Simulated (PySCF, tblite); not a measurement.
# C₅H₁₄SSi₂: geometry, infrared bands and NMR shifts

What infrared bands and NMR shifts should C₅H₁₄SSi₂ (`CC/C(=C\[SiH3])[SiH2]SC`) show?

Computed with tblite 0.8.0 and PySCF 2.14.0, with density-fitted response routines of our own, on a single molecule in the gas phase. Atoms are numbered from 0 throughout.

## (1) Starting geometry

22 atoms, charge 0, multiplicity 1; geometry from: force field or distance geometry start.

Bonds of the start (Å): C0–C1 1.51, C1–C2 1.50, C2–C3 1.33, C3–Si4 1.84, C2–Si5 1.83, Si5–S6 2.15, S6–C7 1.82, C0–H8 1.12, C0–H9 1.09, C0–H10 1.12, C1–H11 1.10, C1–H12 1.11, C3–H13 1.08, Si4–H14 1.45, Si4–H15 1.47, Si4–H16 1.49, Si5–H17 1.49, Si5–H18 1.46, C7–H19 1.11, C7–H20 1.12, C7–H21 1.09.

## (2) Relaxing the molecule with GFN2-xTB

What the job is given:

```
{"job": {"kind": "relax", "xc": "GFN2-xTB", "basis": "xTB"}, "charge": 0, "multiplicity": 1}
C     -2.262800    -1.655900     0.337500
C     -1.796100    -0.469300    -0.476700
C     -0.376400    -0.098500    -0.143600
C     -0.040200     1.106500     0.314800
Si    -1.256400     2.447100     0.650500
Si     0.923400    -1.357000    -0.424800
S      2.703900    -0.944500     0.710500
C      3.706800     0.205200    -0.286900
H     -3.322300    -1.441800     0.614300
H     -1.719600    -1.818800     1.273000
H     -2.302000    -2.598500    -0.268100
H     -2.483100     0.382500    -0.335500
H     -1.756800    -0.793700    -1.537400
H      1.005300     1.280700     0.522700
H     -2.601200     1.978300     0.944700
H     -0.719800     3.258900     1.754200
H     -1.232600     3.303100    -0.565600
H      1.343200    -1.396500    -1.853700
H      0.442200    -2.698300    -0.103900
H      4.790400    -0.024800    -0.160300
H      3.416300     0.113800    -1.369100
H      3.527200     1.240900     0.001900
```

Command:

```bash
$ OMP_NUM_THREADS=1 python probes_run.py task.json out
```

One launch serves the whole session: the jobs run in the order shown.

**Question.** This job is followed by: GFN2-xTB harmonic vibrations, gas phase; GIAO PBE0/pcSseg-1 NMR shielding, non-relativistic, gas phase. Predict these results of the whole session: strongest single infrared mode (GFN2-xTB); zero-point energy (GFN2-xTB); 13C shifts against TMS (PBE0/pcSseg-1); 1H shifts against TMS (PBE0/pcSseg-1, means over atoms taken as alike); 29Si shifts against TMS (PBE0/pcSseg-1); 33S shifts against CS2 (PBE0/pcSseg-1).

The runs gave:

| quantity | value |
| --- | --- |
| strongest single infrared mode (GFN2-xTB) | 805 cm⁻¹, 391 km/mol |
| zero-point energy (GFN2-xTB) | 104.6 kcal/mol |
| 13C shifts against TMS (PBE0/pcSseg-1) | 168.7, 140.7, 37.2, 17.1, 14.1 ppm |
| 1H shifts against TMS (PBE0/pcSseg-1, means over atoms taken as alike) | 6.87, 4.94, 4.21, 2.41, 1.89, 1.07 ppm |
| 29Si shifts against TMS (PBE0/pcSseg-1) | -29.3, -91.8 ppm |
| 33S shifts against CS2 (PBE0/pcSseg-1) | -200 ppm |

The optimisation took 219 steps and gained 0.536 eV; among the close pairs (by a distance rule), C2–Si5 changed most, from 1.831 to 1.891 Å. No mode is imaginary among the 60: a minimum at this level. The strongest single mode, at 805 cm⁻¹, is spread over several atoms, H15, H14, H16, Si4 among them. Unscaled tight-binding wavenumbers are off by several per cent, some by more. Its intensities can rank the bands wrongly. H13 (hydrogen on an alkene CH) lies farthest downfield among hydrogen, at 6.87 ppm; olefinic region. At PBE0/pcSseg-1: Shielding is most anisotropic at C2 (span 265 ppm, paramagnetic term -247 ppm).
